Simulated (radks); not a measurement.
**Polarisabilities and dispersion coefficients of Be⁺, Kr²⁺, In and others**

An exercise on one series of results from a longer session: the logs are not shown, and one member is left open.

Program: radks (a radial shooting solver on a logarithmic mesh, Libxc functionals) version 1. Level of theory: non-relativistic Kohn-Sham, LDA (Slater exchange, VWN5 correlation), spin-polarised, spherical densities, point nucleus; open shells are filled with parallel spins first. These are calculated values, not measurements, unless marked.

## The atom as given

- species: Be⁺ ([He] 2s1), Kr²⁺ ([Ar] 3d10 4s2 4p4), In ([Kr] 4d10 5s2 5p1), Co ([Ar] 3d7 4s2), Mo²⁺ ([Kr] 4d4), N ([He] 2s2 2p3), Rh ([Kr] 4d8 5s1)

Set-up of the first run:

Input:

```text
Z 4
configuration [He] 2s1
relativity non-relativistic
functional lda,vwn5
spin polarised
nucleus point
response adiabatic LDA kernel
```

Steps of the session up to this table: Be⁺, [He] 2s1; Kr²⁺, [Ar] 3d10 4s2 4p4; In, [Kr] 4d10 5s2 5p1; Co, [Ar] 3d7 4s2; Mo²⁺, [Kr] 4d4; N, [He] 2s2 2p3; Rh, [Kr] 4d8 5s1.

One of the session's tables, all rows but one given; the rest of the session is left out.

| species | −ε(HOMO) (eV) | α (bohr³) | α uncoupled (bohr³) | C6 (hartree bohr⁶) |
| --- | --- | --- | --- | --- |
| Be⁺ | 14.299 | 21.21 | 25.05 | 55.66 |
| Kr²⁺ | 30.128 | 7.551 | 12.04 | 37.43 |
| In | ? | ? | ? | ? |
| Co | 5.286 | 51.55 | 94.04 | 429.9 |
| Mo²⁺ | 22.322 | 9.922 | 13.91 | 52.94 |
| N | 8.404 | 8.185 | 10.18 | 27.98 |
| Rh | 4.585 | 59.08 | 95.86 | 517.5 |

**Question.** Estimate the row for In.

**Answer.** −ε(HOMO) (eV): 2.978; α (bohr³): 73.91; α uncoupled (bohr³): 111.2; C6 (hartree bohr⁶): 767.1. In the column «−ε(HOMO) (eV)» it is the lowest.

In words: Uncoupled leaves out the potential induced by the response; C8 is given only where no p, d or f shell is open. For heavy and open-shell atoms this level can miss by tens of per cent.
